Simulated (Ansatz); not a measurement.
## CdO2, space group P-3m1: the spin response to a magnetic field, step by step

Computed with Ansatz 0.2.0, Python API.

Run as a notebook:

**Cell 1**
```python
import warnings

import ansatz as az
import numpy as np
```

**Cell 2**
```python
warnings.simplefilter("ignore", az.DeckWarning)
```

**Cell 3**
```python
crystal = (
    az.Lattice.of([3.47623, 0.0, 0.0], [-1.738115, 3.010503, 0.0], [0.0, 0.0, 4.148076])
    .atom("Cd", [0.0, 0.0, 0.0])
    .atom("O", [2 / 3, 1 / 3, 0.755781])
    .atom("O", [1 / 3, 2 / 3, 0.244219])
)
```

**Cell 4**
```python
crystal.resolved().sites[-1]
```
Output:
```text
Site(symbol='O', position=(0.3333333333333333, 0.6666666666666666, 0.244219), moment=None, axis=None, held=None, saved=None)
```

**Cell 5**
```python
model = (
    crystal.calculation()
    .functional(az.Functional.R2SCAN, dispersion="D3(BJ)")
    .basis(630)
    .kpoints(6, 6, 5)
    .occupations("gaussian", width=0.02)
    .mixing("msr1")
    .scf(tolerance=1e-08, max_iterations=100)
    .spin("collinear")
)
# the field acts on the spins alone; such large fields lift the response over the noise
rows = []
for tesla in [0, 100, 200, 400]:
    data = (model.magnetic_field(tesla) if tesla else model).run(threads=1, backend="cpu").report
    rows.append((tesla, data["magnetization_mub"], data["free_energy_ev"], data["components"].get("e_zeeman", 0.0)))
lines = [",".join(["B (T)", "moment muB", "F eV", "Zeeman term eV"])] + [",".join(f"{v:.4f}" if isinstance(v, float) else str(v) for v in row) for row in rows]
print("\n".join(lines))
with open("zeeman.csv", "w") as handle:
    handle.write("\n".join(lines) + "\n")
slope = np.polyfit([row[0] for row in rows], [row[1] for row in rows], 1)[0]
print(f"dM/dB = {1000 * slope:.4f} muB per 1000 T per cell")
```
Output:
```text
RunWarning: this spin-polarised run has no starting moment large enough to seed its density, so its SCF can try parallel moments of its own, which can die out, and starts no order whose moments cancel. Behind that start scf.lower_state_search: light tries no [...]
B (T),moment muB,F eV,Zeeman term eV
0,2.0000,-9400.7153,0.0000
100,2.0000,-9400.7268,-0.0116
200,2.0000,-9400.7384,-0.0232
400,2.0000,-9400.7616,-0.0463
dM/dB = -0.0000 muB per 1000 T per cell
```

Caveats:
- The settings weren't tested for convergence.
- The dispersion term runs with damping parameters of another functional.
- Dispersion corrections can be off by several per cent in the lattices of metals, and by several GPa in the pressure at a fixed cell.
- For a metal this k-point mesh is coarse: on a finer one energies can move by several to tens of meV an atom and pressures by half a GPa or more, differences at one mesh by less.
- r2SCAN tends to overestimate the moments of itinerant magnets.
- This cell is a computed structure, which may not be the phase found in nature.
- Warnings are shown shortened and without file and line.
- Orbital magnetism is left out. The response of a metal hangs strongly on mesh and smearing, and a straight-line fit holds only where the moment is linear in the field.
- The script silences the warnings on its input, which a real study should read.
- Wall time of the script: 29 s on 1 thread of Intel(R) Xeon(R) Platinum 8488C (Sapphire Rapids), with other jobs on the host, peak memory 0.55 GiB.
